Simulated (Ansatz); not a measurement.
# AlGaH₂+ (quartet): from Hartree-Fock to the top rungs, cc-pVDZ

One table from this session's results is given with a row withheld; the runs are named, their logs left out.

The runs use Ansatz 0.2.0, Gaussian basis; cc-pVDZ, core rule «outside noble gas», up to 19 orbitals frozen.

Plan: UHF; CCSD(T) on ROHF; CCSD(T) on UHF; BCCD(T) on ROHF; CISD; CCSDT(Q) on ROHF; CCSDT(Q) on UHF; CISDTQ; CCSDTQ on ROHF; CCSDTQ on UHF; Full CI.

15 further runs of the same task are left out: 8 for a known fault of the program, 1 that didn't finish, 6 set aside as unsound or not needed.

### The system

The geometry is a PBE0/def2-TZVP stationary point (not a proven minimum) of the parent state, kept for this charge and spin. No spin-orbit coupling is included. The filled d shell of Ga may be among the frozen orbitals whatever the setting's name suggests; the logs give the count.

4 atoms, charge 1, spin multiplicity 4.

Atoms are counted from 1 here; the program's logs count them from 0.

Bond lengths: Al1–Ga2 2.484 Å, Ga2–H3 1.566 Å, Ga2–H4 1.566 Å. Angles: Al1–Ga2–H3 116.1°, Al1–Ga2–H4 116.1°, H3–Ga2–H4 127.9°.

As a file:

```xyz
4

Al    0.00000    0.00000    1.81900
Ga    0.00000    0.00000   -0.66481
H     0.00000    1.40725   -1.35281
H     0.00000   -1.40725   -1.35281
```

Set-up of the first run:

Input file in.yaml:

```yaml
crystal:
  periodic: [false, false, false]
  atoms:
    - {symbol: Al, position_ang: [0.000000, 0.000000, 1.818997]}
    - {symbol: Ga, position_ang: [0.000000, 0.000000, -0.664806]}
    - {symbol: H, position_ang: [0.000000, 1.407254, -1.352806]}
    - {symbol: H, position_ang: [0.000000, -1.407254, -1.352806]}
basis:
  gaussian: {orbitals: cc-pVDZ}
total_charge: 1
magnetization: {spin_polarized: true, initial_magnetization: 3}
hamiltonian: {xc: hf}
output: {orbitals: {seedname: orbitals}}
```

Launch:

```sh
$ ansatz run in.yaml --threads 1 --pin off --events-out ev --progress --plain --max-ram 4096MiB --backend cpu
```

Steps of the session up to this table: UHF; CCSD(T) on ROHF; CCSD(T) on UHF; BCCD(T) on ROHF; CISD; CCSDT(Q) on ROHF; CCSDT(Q) on UHF; CISDTQ; CCSDTQ on ROHF; CCSDTQ on UHF; Full CI.

One table of the session follows, with a row left open; its other results are not shown here.

```
   method  from FCI (meV)
     ROHF         +2615.3
      UHF         +2571.8
     RMP2          +781.9
     UMP2          +771.6
    RCCSD           +93.6
    UCCSD               ?
 RCCSD(T)           +32.7
 UCCSD(T)           +28.9
  BCCD(T)           +31.2
   RCCSDT            +2.6
   UCCSDT            -1.4
RCCSDT(Q)            +0.3
UCCSDT(Q)            -4.0
  RCCSDTQ            -0.6
  UCCSDTQ            -4.7
      FCI               0
```

Estimate the missing values for UCCSD.

As computed: from FCI (meV): +88.8. In the column «from FCI (meV)» it lies between RCCSD(T) (+32.7) and RCCSD (+93.6).

Some runs used a GPU and others CPU threads alone; cost is compared among the CPU runs only.

Among the levels timed on like hardware, those that no quicker one beats, quickest first: UCCSD(T) (9 s, +28.9 meV); UCCSDT(Q) (18 s, -4.0 meV); RCCSDT(Q) (20 s, +0.3 meV).

Caveats from the session: The yardstick is full CI for this spin, exact in this basis with these frozen cores. UCCSDT(Q), UCCSDTQ fall below full CI: unrestricted runs freeze a spin-polarised core, another one than full CI's, and coupled cluster isn't variational. Levels on UHF freeze UHF's core orbitals, full CI those of ROHF, so the U rows can settle a little off it for that reason alone. Restricted and unrestricted rows rest on different reference determinants; where their highest levels disagree by more than a few hundredths of an eV, they describe different states and don't form one ladder.
